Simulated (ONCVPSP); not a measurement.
**Selenium: generating and testing an ONCV potential**

Do these settings give a usable potential? It is generated, then checked for transferability, scattering, ghosts and hardness.

Program: ONCVPSP 4.0.1.1 (patched build). Reference atom: PBE, scalar-relativistic, spherical and spin-unpolarised. All values are calculated.

## 1. Settings

Typed settings, in words:

```json
{
 "element": "selenium (Se, Z = 34)",
 "type": "optimised norm-conserving Vanderbilt (ONCV)",
 "frozen core": "[Ar] 3d10",
 "valence charge": "6",
 "reference configuration": "4s2 4p4",
 "partial waves": "4s: rc 1.40 bohr, ncon 4, nbas 8, qcut 4.3 1/bohr, 2 projectors, debl 1.5 Ha; 4p: rc 1.35 bohr, ncon 4, nbas 7, qcut 5.7 1/bohr, 2 projectors, debl 2.9 Ha; d scattering state at 0.11 Ha: rc 1.25 bohr, ncon 3, nbas 8, qcut 8.7 1/bohr, 1 projector",
 "local potential": "polynomial inside 1.00 bohr (lpopt 5, dvloc0 0 Ha)",
 "core correction": "Teter function, fcfact 2.25, rcfact 1.2"
}
```

The nodes and maxima of the atom's own shells, from an earlier all-electron run, set the scale for the radii.

All-electron outer shells of the reference configuration (PBE, scalar-relativistic, ld1.x):

```
shell  level (eV)  outermost node (bohr)  outermost maximum (bohr)
   3p     -152.98                   0.21                      0.50
   3d      -53.12                      –                      0.45
   4s      -17.29                   0.70                      1.51
   4p       -6.51                   0.74                      1.82
```

## 2. Generation

The input, Se.dat:

```
# ATOM AND REFERENCE CONFIGURATION
# atsym  z   nc   nv     iexc    psfile
  Se 34.00    6    2        4      upf
#
#   n    l    f
    1    0    2.00
    2    0    2.00
    2    1    6.00
    3    0    2.00
    3    1    6.00
    3    2   10.00
    4    0    2.00
    4    1    4.00
#
# PSEUDOPOTENTIAL AND OPTIMIZATION
# lmax
    2
#
#   l,   rc,      ep,       ncon, nbas, qcut
    0    1.40    0.00    4    8    4.30
    1    1.35    0.00    4    7    5.70
    2    1.25    0.11    3    8    8.70
#
# LOCAL POTENTIAL
# lloc, lpopt,  rc(5),   dvloc0
    4    5    1.00    0.00
#
# VANDERBILT-KLEINMAN-BYLANDER PROJECTORs
# l, nproj, debl
    0    2    1.50
    1    2    2.90
    2    1    0.80
#
# MODEL CORE CHARGE
# icmod, fcfact, rcfact
    3    2.25    1.20
#
# LOG DERIVATIVE ANALYSIS
# epsh1, epsh2, depsh
   -2.00    5.00    0.02
#
# OUTPUT GRID
# rlmax, drl
    6.00    0.01
#
# TEST CONFIGURATIONS
# ncnf
    4
# nvcnf
#   n    l    f
    2
    4    0    2.00
    4    1    3.00
#
    2
    4    0    2.00
    4    1    2.00
#
    2
    4    0    2.00
    4    1    1.00
#
    2
    4    0    2.00
    4    1    3.50
#
```

The run is started by

```
oncvpsp.x < Se.dat > Se.out
```

Q: Predict the outcome of this session. Wanted: cutoffs for 1 and 0.1 mHa per electron, occupied waves; bound ghosts; GHOST(+) flags; largest test error; largest phase difference near zero energy, channels read; rms error of d²Exc/dn², without and with the model core.

The runs gave:

| quantity | value |
| --- | --- |
| cutoffs for 1 and 0.1 mHa per electron, occupied waves | 34 Ha and 77 Ha |
| bound ghosts | p at -102.09 eV |
| GHOST(+) flags | s at 17 eV, d at 2590 eV |
| largest test error (AE − PS) | -64 meV, for 4s2 4p1 |
| largest phase difference near zero energy, channels read | 0.022 rad |
| rms error of d²Exc/dn², without and with the model core | 4.09 and 2.01 mHa |

In words: A bound ghost (p) makes it unfit for use: electrons can fall into a state that the atom doesn't have. By total energies transferability is fair: the largest error is 64 meV on 62.1 eV, for 4s2 4p1. That test lies far up in energy; among those under 40 eV, nearer to bonding, the largest error is 24 meV. It counts as of middling hardness, with 34 Ha needed at the looser tolerance. At the looser tolerance the 4p wave is the slowest; 4s needs 17 Ha. Near zero energy the phases of the channels with partial waves agree within 0.022 rad. The pseudo curves have a pole with no partner nearby in the atom's: s at 0.62 Ha. At positive energy that is a spurious or a displaced resonance. The program also flags highly localised states, GHOST(+) (s, d).
